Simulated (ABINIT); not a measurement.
Wanted: the native input for an ABINIT 10.8.3 (patched build) run.

| Property | Result |
| --- | --- |
| Task | single point |
| Functional | PBE |
| Potentials or basis | JTH PAW PBE v2.0 |
| Cutoff | 544 eV |
| k mesh | 8 × 8 × 4 |
| Occupations | fermi-dirac, width 0.05 eV |
| Spin | no spin polarisation |
| Fine-grid cutoff | 1088.46 eV |
| Exchange and correlation inside the PAW spheres | full angular mesh (pawxcdev 0, this build's default; the released program takes 1) |

The system is PPt.

```
Pt P
1.0
     3.74303    0.00000    0.00000
    -1.87151    3.24156    0.00000
     0.00000    0.00000    6.35374
Pt P
2 2
Direct
  0.32583 0.65819 0.37535
  0.66765 0.33361 0.86749
  0.32140 0.66974 0.99677
  0.67024 0.34018 0.50364
```

The cell comes from a database or a generator and needn't be the stable form of this composition.

The cell isn't the ideal one: atoms moved at random, drawn with an rms of 0.05 Å.

These files were run (other wordings do the same):

run.abi

```
pp_dirpath "./"
pseudos "Pt.GGA_PBE-JTH.xml, P.GGA_PBE-JTH.xml"

acell 7.0732975226 7.0732975226 12.0068341363
rprim
     1.0000000000     0.0000000000     0.0000000000
    -0.5000000000     0.8660254038     0.0000000000
     0.0000000000     0.0000000000     1.0000000000
ntypat 2
znucl 78 15
natom 4
typat 1 1 2 2
xred
     0.3258340000     0.6581930000     0.3753550000
     0.6676470000     0.3336080000     0.8674900000
     0.3214040000     0.6697410000    -0.0032300000
     0.6702410000     0.3401810000     0.5036360000
chkprim 0
chksymtnons 0
tolsym 1.0e-6

ecut 20.0
pawecutdg 40.0

kptopt 1
ngkpt 8 8 4
nshiftk 1
shiftk 0.0 0.0 0.0

ixc 11

nband 19
occopt 3
tsmear 0.05 eV

nstep 100
tolvrs 1.0e-9

iomode 3
prtwf 0
prtden 0
prteig 0
prtebands 0
enunit 1
```

Potentials or basis: JTH PAW PBE v2.0.

Launch:

```console
$ abinit run.abi > log 2>&1
```

Results of the run:

```json
{"Pressure": "1.3 GPa", "Largest force": "0.866 eV/Å", "Band gap on the k mesh": "none (metal or under the smearing width)", "Valence electrons inside the program's atomic spheres": "Pt 8.76, 8.81; P 1.55, 1.56"}
```

It took 6.1 min on 1 thread of Arm Neoverse V1 (shared host), peak memory 0.29 GiB.
